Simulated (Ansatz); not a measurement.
# LaB6 (Pm-3m): phonon calculation by finite displacements from a Python script

How does LaB6 (Pm-3m) vibrate, and is it dynamically stable? The task is a phonon calculation by finite displacements, for LaB6 (Pm-3m).

Program: Ansatz 0.2.0, driven from Python. Level of theory: DFT PBE, plane waves, PAW. These are calculated values, not measurements.

### Step 1. The structure

The structure is cubic, space group Pm-3m (No. 221). Conventional cell: a = 4.157 Å, b = 4.157 Å, c = 4.157 Å, α = 90.00°, β = 90.00°, γ = 90.00°. Around La (site symmetry m-3m) lie 24 B at 3.05 Å. Around B (site symmetry 4mm) lie 5 B at 1.64 to 1.78 Å.

The script holds or builds the structure itself.

### Step 2. The code

Input file phonons_lab6.py:

```python
"""Lattice dynamics of LaB6 in a supercell."""

from pathlib import Path

import ansatz as az
import numpy as np

SMEARING = "cold"
WIDTH_EV = 0.1
KMESH = (8, 8, 8)


def main() -> None:
    crystal = (
        az.Lattice.of((4.157, 0.0, 0.0), (0.0, 4.157, 0.0), (0.0, 0.0, 4.157))
        .atom("La", (0.0, 0.0, 0.0))
        .atom("B", (0.1975, 0.5, 0.5))
        .atom("B", (0.5, 0.1975, 0.5))
        .atom("B", (0.8025, 0.5, 0.5))
        .atom("B", (0.5, 0.8025, 0.5))
        .atom("B", (0.5, 0.5, 0.1975))
        .atom("B", (0.5, 0.5, 0.8025))
    )

    # the cell itself: zone-centre modes alone
    calculation = (
        crystal.calculation()
        .functional(az.Functional.PBE)
        .occupations(SMEARING, width=WIDTH_EV)
        .kpoints(*KMESH)
        .phonons("fd", supercell=1, amplitude=0.015)
    )
    done = calculation.run(threads=1, backend="cpu", runs_dir="runs")
    folder = Path(done.output_folder) / "results"
    ph = done.phonons

    for mode, w in enumerate(ph.gamma_omega_inv_cm, start=1):
        print(f"Gamma mode {mode:2d}: {w:8.1f} 1/cm  {w / 33.35641:7.3f} THz")
    print(f"{ph.n_members} displaced supercells, sum-rule residual {ph.asr_residual_pre_ev_ang2:.1e} eV/A^2")
    optical = np.sort(ph.gamma_omega_inv_cm)
    print("imaginary modes at Gamma:", int((optical < -10).sum()), "- highest mode", round(float(optical[-1]), 1), "1/cm")


if __name__ == "__main__":
    main()
```

### Step 3. The calls as engine input

The package turns the script's settings into the engine's input:

```yaml
crystal:
  lattice:
    - [4.157, 0.0, 0.0]
    - [0.0, 4.157, 0.0]
    - [0.0, 0.0, 4.157]
  atoms:
    - { symbol: La, position: [0.0, 0.0, 0.0] }
    - { symbol: B, position: [0.1975, 0.5, 0.5] }
    - { symbol: B, position: [0.5, 0.1975, 0.5] }
    - { symbol: B, position: [0.8025, 0.5, 0.5] }
    - { symbol: B, position: [0.5, 0.8025, 0.5] }
    - { symbol: B, position: [0.5, 0.5, 0.1975] }
    - { symbol: B, position: [0.5, 0.5, 0.8025] }
kpoints:
  mp_grid:
    grid: [8, 8, 8]
hamiltonian:
  xc: pbe
scf:
  occupations:
    method: cold
    width: 0.1
phonons:
  method: fd
  supercell: [1, 1, 1]
  amplitude: 0.015
```

### Step 4. Launch

On the command line:

```console
$ python phonons_lab6.py
```

The log of the run:

```text
DeckWarning: basis.ecutwfc = 420 eV, auto-derived from the records' recommended cutoffs: set by La (normal level)
Gamma mode  1:      0.0 1/cm    0.000 THz
Gamma mode  2:      0.0 1/cm    0.000 THz
Gamma mode  3:      0.0 1/cm    0.000 THz
Gamma mode  4:    182.5 1/cm    5.471 THz
Gamma mode  5:    182.5 1/cm    5.471 THz
Gamma mode  6:    182.5 1/cm    5.471 THz
Gamma mode  7:    492.3 1/cm   14.760 THz
Gamma mode  8:    492.3 1/cm   14.760 THz
Gamma mode  9:    492.3 1/cm   14.760 THz
Gamma mode 10:    566.5 1/cm   16.983 THz
Gamma mode 11:    566.5 1/cm   16.983 THz
Gamma mode 12:    566.5 1/cm   16.983 THz
Gamma mode 13:    659.3 1/cm   19.764 THz
Gamma mode 14:    659.3 1/cm   19.764 THz
Gamma mode 15:    659.3 1/cm   19.764 THz
Gamma mode 16:    819.1 1/cm   24.557 THz
Gamma mode 17:    819.1 1/cm   24.557 THz
Gamma mode 18:    819.1 1/cm   24.557 THz
Gamma mode 19:   1133.9 1/cm   33.993 THz
Gamma mode 20:   1133.9 1/cm   33.993 THz
Gamma mode 21:   1258.4 1/cm   37.725 THz
3 displaced supercells, sum-rule residual 6.1e-04 eV/A^2
imaginary modes at Gamma: 0 - highest mode 1258.4 1/cm
```

(Warnings from the package without file and line.)

It took 34 s on 1 thread of Intel Xeon Platinum 8488C (Sapphire Rapids), shared host; peak memory 0.6 GiB.

### Step 5. What the engine kept of the run

From the engine's report, whether the script printed it or not:

```csv
item,value
SCF cycles in all,26
k-points solved,35
plane waves,1365
bands,22
valence electrons,29
free energy (eV),-7189.49239
Fermi level (eV),11.995
```

### Step 6. The modes

Frequencies in cm⁻¹ (negative: imaginary):

| q | frequencies |
| --- | --- |
| 0.000 0.000 0.000 | 0 0 0 182 182 182 492 492 492 566 566 566 659 659 659 819 819 819 1134 1134 1258 |

### Step 7. What came out

```
                       quantity                               value
                    free energy  -7189.4924 eV (-1027.0703 eV/atom)
                gap on the mesh                                none
                  largest force                          0.618 eV/Å
              highest frequency                           1258 cm⁻¹
imaginary modes at these points                                none
```

What this shows: No mode at these points is imaginary. Only Γ is listed, so instabilities elsewhere in the zone are not shown. The highest lies at 1258 cm⁻¹ (37.7 THz). The mesh shows no gap. Forces reach 0.62 eV/Å, so the atoms aren't at rest. Reading the output:
- The cell isn't relaxed first, so the values belong to this volume.
- The structure is taken as given and the supercell is small; imaginary modes can come from an unrelaxed or unstable start. Phonons of metals also depend on mesh and smearing.
